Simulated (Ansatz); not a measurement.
**MoSiH₂ (singlet): wave-function methods side by side, def2-TZVPP**

Method: def2-TZVPP, correlated electrons: outside noble gas; program: Ansatz 0.2.0, Gaussian basis.

To be run: UHF; CCSD(T) on RHF; CCSDT(Q) on RHF; CASSCF and NEVPT2, 12 electrons in 12 orbitals.

## (1) What is computed

The geometry is a PBE0/def2-TZVP stationary point (not a proven minimum). No spin-orbit coupling is included. Elements past krypton take def2 core potentials. Outer-core shells of the metal stay frozen.

4 atoms, charge 0, spin multiplicity 1.

Atoms are counted from 1 here; the program's logs count them from 0.

Bond lengths: Mo1–Si2 2.251 Å, Si2–H3 1.510 Å, Si2–H4 1.510 Å. Angles: Mo1–Si2–H3 128.9°, Mo1–Si2–H4 128.9°, H3–Si2–H4 102.2°.

In the tables R marks a restricted determinant and U an unrestricted one; 'valence' is the active space of 12 electrons in 12 orbitals; correlation energies count from the lowest restricted Hartree-Fock solution.

## (2) UHF

in.yaml

```yaml
crystal:
  periodic: [false, false, false]
  atoms:
    - {symbol: Mo, position_ang: [0.000000, 0.000000, 0.552711]}
    - {symbol: Si, position_ang: [0.000000, 0.000000, -1.698098]}
    - {symbol: H, position_ang: [0.000000, 1.174407, -2.646551]}
    - {symbol: H, position_ang: [0.000000, -1.174407, -2.646551]}
basis:
  gaussian: {orbitals: def2-TZVPP}
magnetization: {spin_polarized: true, initial_magnetization: 0}
hamiltonian: {xc: hf}
output: {orbitals: {seedname: orbitals}}
```

Run with:

```sh
$ ansatz run in.yaml --threads 1 --pin off --events-out ev --progress --plain --max-ram 2816MiB --backend cpu
```

**Question.** How long does this run take on 1 thread of AMD EPYC 7R13, shared host, and how much memory does it need?

About 70 s, with a peak of 0.34 GiB.
